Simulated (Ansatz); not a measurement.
# S-phenylthianthrenium bistriflimide (C20H13F6NO4S4): the relaxed shape and its frontier levels

Aim: characterise S-phenylthianthrenium bistriflimide (C20H13F6NO4S4) as a singlet: its structure, frontier levels and distribution of charge.

Program: Ansatz 0.2.0, Gaussian basis. Level of theory: RKS PBE0-D4/def2-SVP. These are calculated values, not measurements.

Levels to be run: relaxation at PBE-D4/def2-SVP; a single point at PBE0-D4/def2-SVP.

## 1. The starting structure

SMILES `O=S(=O)([N-]S(=O)(=O)C(F)(F)F)C(F)(F)F.c1ccc([S+]2c3ccccc3Sc3ccccc32)cc1`, 48 atoms, charge 0, spin multiplicity 1.

Atoms are counted from 1 here; the program's logs count them from 0.

Bond lengths: O1–S2 1.450 Å, S2–O3 1.425 Å, S2–N4 1.566 Å, S2–C12 1.887 Å, N4–S5 1.585 Å, S5–O6 1.424 Å, S5–O7 1.426 Å, S5–C8 1.901 Å, C8–F9 1.349 Å, C8–F10 1.320 Å, C8–F11 1.339 Å, C12–F13 1.338 Å, C12–F14 1.321 Å, C12–F15 1.333 Å, C16–C17 1.387 Å, C16–C35 1.385 Å, C16–H36 1.079 Å, C17–C18 1.384 Å and more. Angles: O1–S2–O3 116.0°, O1–S2–N4 107.4°, O1–S2–C12 103.2°, O3–S2–N4 114.5°, O3–S2–C12 108.0°, N4–S2–C12 106.8°, S2–N4–S5 114.2°, N4–S5–O6 112.7°, N4–S5–O7 109.8°, N4–S5–C8 102.6°, O6–S5–O7 119.4°, O6–S5–C8 106.9°, O7–S5–C8 103.6°, S5–C8–F9 110.7°, S5–C8–F10 115.0°, S5–C8–F11 109.5°, F9–C8–F10 108.3°, F9–C8–F11 105.5° and more.

The start is a GFN2-xTB geometry.

## 2. Relaxation at PBE-D4/def2-SVP

The input, in.yaml:

```yaml
crystal:
  periodic: [false, false, false]
  atoms:
    - {symbol: O, position_ang: [1.614100, -1.743390, -0.372580]}
    - {symbol: S, position_ang: [0.728850, -2.621400, -1.111990]}
    - {symbol: O, position_ang: [0.059700, -3.620670, -0.348480]}
    - {symbol: N, position_ang: [-0.218320, -1.716560, -1.969540]}
    - {symbol: S, position_ang: [-1.450110, -2.483820, -2.606130]}
    - {symbol: O, position_ang: [-1.091970, -3.756370, -3.134520]}
    - {symbol: O, position_ang: [-2.219110, -1.585800, -3.404280]}
    - {symbol: C, position_ang: [-2.562070, -2.806360, -1.098170]}
    - {symbol: F, position_ang: [-2.173090, -2.052790, -0.049510]}
    - {symbol: F, position_ang: [-2.619910, -4.065630, -0.705930]}
    - {symbol: F, position_ang: [-3.812620, -2.417600, -1.374940]}
    - {symbol: C, position_ang: [1.892470, -3.490290, -2.317380]}
    - {symbol: F, position_ang: [3.132430, -3.506870, -1.815080]}
    - {symbol: F, position_ang: [1.551170, -4.740060, -2.574590]}
    - {symbol: F, position_ang: [1.940480, -2.807040, -3.461050]}
    - {symbol: C, position_ang: [-2.465740, 2.323810, 3.615010]}
    - {symbol: C, position_ang: [-1.655320, 2.990770, 2.709010]}
    - {symbol: C, position_ang: [-0.849430, 2.278510, 1.838210]}
    - {symbol: C, position_ang: [-0.867100, 0.893580, 1.884240]}
    - {symbol: S, position_ang: [0.147470, -0.129340, 0.777090]}
    - {symbol: C, position_ang: [1.740790, 0.613970, 1.142170]}
    - {symbol: C, position_ang: [2.075180, 0.759530, 2.482380]}
    - {symbol: C, position_ang: [3.327810, 1.213980, 2.844890]}
    - {symbol: C, position_ang: [4.261250, 1.507270, 1.859820]}
    - {symbol: C, position_ang: [3.929600, 1.366060, 0.529970]}
    - {symbol: C, position_ang: [2.663380, 0.913590, 0.149780]}
    - {symbol: S, position_ang: [2.379090, 0.767270, -1.573810]}
    - {symbol: C, position_ang: [0.642270, 0.945580, -1.744910]}
    - {symbol: C, position_ang: [0.196850, 1.396250, -2.987030]}
    - {symbol: C, position_ang: [-1.149350, 1.549180, -3.238030]}
    - {symbol: C, position_ang: [-2.076000, 1.295670, -2.238160]}
    - {symbol: C, position_ang: [-1.646790, 0.853150, -1.003620]}
    - {symbol: C, position_ang: [-0.291740, 0.668880, -0.759800]}
    - {symbol: C, position_ang: [-1.677910, 0.218110, 2.782580]}
    - {symbol: C, position_ang: [-2.479250, 0.939320, 3.652540]}
    - {symbol: H, position_ang: [-3.090920, 2.887600, 4.290000]}
    - {symbol: H, position_ang: [-1.652510, 4.069160, 2.677660]}
    - {symbol: H, position_ang: [-0.219100, 2.792140, 1.128400]}
    - {symbol: H, position_ang: [1.349180, 0.501310, 3.237610]}
    - {symbol: H, position_ang: [3.579780, 1.321060, 3.887890]}
    - {symbol: H, position_ang: [5.247890, 1.846270, 2.134060]}
    - {symbol: H, position_ang: [4.644110, 1.591540, -0.245860]}
    - {symbol: H, position_ang: [0.931790, 1.594180, -3.752450]}
    - {symbol: H, position_ang: [-1.481250, 1.858260, -4.215980]}
    - {symbol: H, position_ang: [-3.130220, 1.408490, -2.428880]}
    - {symbol: H, position_ang: [-2.361980, 0.620340, -0.230150]}
    - {symbol: H, position_ang: [-1.679890, -0.860580, 2.786050]}
    - {symbol: H, position_ang: [-3.113910, 0.419710, 4.353470]}
basis:
  gaussian: {orbitals: def2-SVP, fitting: {mean_field: def2-universal-jkfit}}
hamiltonian: {xc: pbe, dispersion: d4}
scf: {lower_state_search: "off"}
output: {orbitals: {seedname: orbitals}}
relax: {f_tol: 0.03, max_steps: 70}
```

The run is started by

```
$ ansatz run in.yaml --threads 2 --pin off --events-out ev --progress --plain --max-ram 32768MiB --backend cuda --devices 0, --max-vram 18GiB
```

The runs that follow: Single point, PBE0-D4/def2-SVP.

**Question.** What will the summary of the whole plan be? Wanted: point group; commonest bond, hydrogen aside; HOMO, LUMO at PBE0-D4/def2-SVP; dipole at PBE-D4/def2-SVP.

As calculated:

| quantity | value |
| --- | --- |
| point group | C1 |
| commonest bond, hydrogen aside | C–C, 18 of mean length 1.404 Å |
| HOMO, LUMO at PBE0-D4/def2-SVP | -7.07, -1.98 eV |
| dipole at PBE-D4/def2-SVP | 12.12 D |

The molecule keeps its bonding pattern by the stored test; the atoms moved 1.51 Å (rms). No usable vibrations, so a minimum isn't proven. The point group is read from a loosely relaxed geometry; soft torsions can leave it below the true symmetry.
